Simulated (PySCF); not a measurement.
# How the numerical set-up moves the result for KSe⁺ (triplet)

The method stays; parts of the set-up, such as the basis or the Hamiltonian, are changed.

Computed with PySCF 2.14.0. Level: method and basis as typed in the scripts.

1 further run of the same task is left out (it didn't finish).

## 1. Starting geometry

KSe⁺ (triplet): 2 atoms, charge 1, spin multiplicity 3.

Bond lengths: K1–Se2 2.939 Å.

## 2. The base run

input.py reads:

```python
from pyscf import gto, dft

mol = gto.M(
    atom='K 0 0 0; Se 0 0 2.939',
    basis='def2-svp',
    charge=1,
    spin=2,
    verbose=4,
)
mf = dft.UKS(mol, xc='wb97x')
mf.kernel()
mf.analyze()
print('orbital energies (hartree):', [e[max(0, n-3):n+3].round(4) for e, n in zip(mf.mo_energy, mol.nelec)])
```

Started as:

```console
$ python input.py
```

The log of this run is left out.

It gives: E(SCF) = -3000.909994 Eh, 8 cycles, ⟨S²⟩ = 2.003.

The bond length is a typed value, not an optimised one. The dipole of an ion depends on the origin. The triplet is typed in the script; nothing here shows that it is the ground state.

## 3. Integration grid 1

Run 1 changes integration grid: default → 1.

input.py reads:

```python
from pyscf import gto, dft

mol = gto.M(
    atom='K 0 0 0; Se 0 0 2.939',
    basis='def2-svp',
    charge=1,
    spin=2,
    verbose=4,
)
mf = dft.UKS(mol, xc='wb97x')
mf.grids.level = 1
mf.kernel()
mf.analyze()
print('orbital energies (hartree):', [e[max(0, n-3):n+3].round(4) for e, n in zip(mf.mo_energy, mol.nelec)])
```

Started as:

```console
$ python input.py
```

## 4. Spin-free X2C on

Run 2 changes spin-free X2C: off → on.

Changes to input.py since step 2:

```diff
@@ -10,2 +10,3 @@
 mf = dft.UKS(mol, xc='wb97x')
+mf = mf.sfx2c1e()
 mf.kernel()
```

## 5. Pcseg-1

Run 3 changes basis set: def2-svp → pcseg-1.

Changes to input.py since step 2:

```diff
@@ -4,3 +4,3 @@
     atom='K 0 0 0; Se 0 0 2.939',
-    basis='def2-svp',
+    basis='pcseg-1',
     charge=1,
```

## 6. Ano-rcc-vdzp (X2C on)

Run 4 changes basis set: def2-svp → ano-rcc-vdzp; spin-free X2C: off → on.

Changes to input.py since step 2:

```diff
@@ -4,3 +4,3 @@
     atom='K 0 0 0; Se 0 0 2.939',
-    basis='def2-svp',
+    basis='ano-rcc-vdzp',
     charge=1,
@@ -10,2 +10,3 @@
 mf = dft.UKS(mol, xc='wb97x')
+mf = mf.sfx2c1e()
 mf.kernel()
```

Q: Predict the outcome of this session. Wanted: for each run, E(SCF); from base; gap, α spin.

As calculated:

```tsv
run	E(SCF) (hartree)	from base (eV)	cycles	gap, α spin (eV)	functions
base	-3000.909994	0	8	11.58	56
integration grid 1	-3000.909992	0.0000	8	11.58	56
spin-free X2C on	-3024.843007	-651.2505	8	11.54	56
pcseg-1	-3000.942886	-0.8951	8	11.69	51
ano-rcc-vdzp (X2C on)	-3031.976484	not comparable	8	11.49	49
```

The SCF energy stays the same, to the digits that matter, with integration grid 1. The largest comparable shift of the SCF energy, -651.250 eV, comes with the run “spin-free X2C on”. Scalar relativity lowers the total energy by 651.25 eV, nearly all of it in the inner shells; a basis contracted without relativity catches only part of it. pcseg-1 (51 functions) gives an energy 0.90 eV lower than def2-svp (56); size alone doesn't order basis sets of different families. The dearest run is “ano-rcc-vdzp (X2C on)”, at 27 s against 5.2 s.
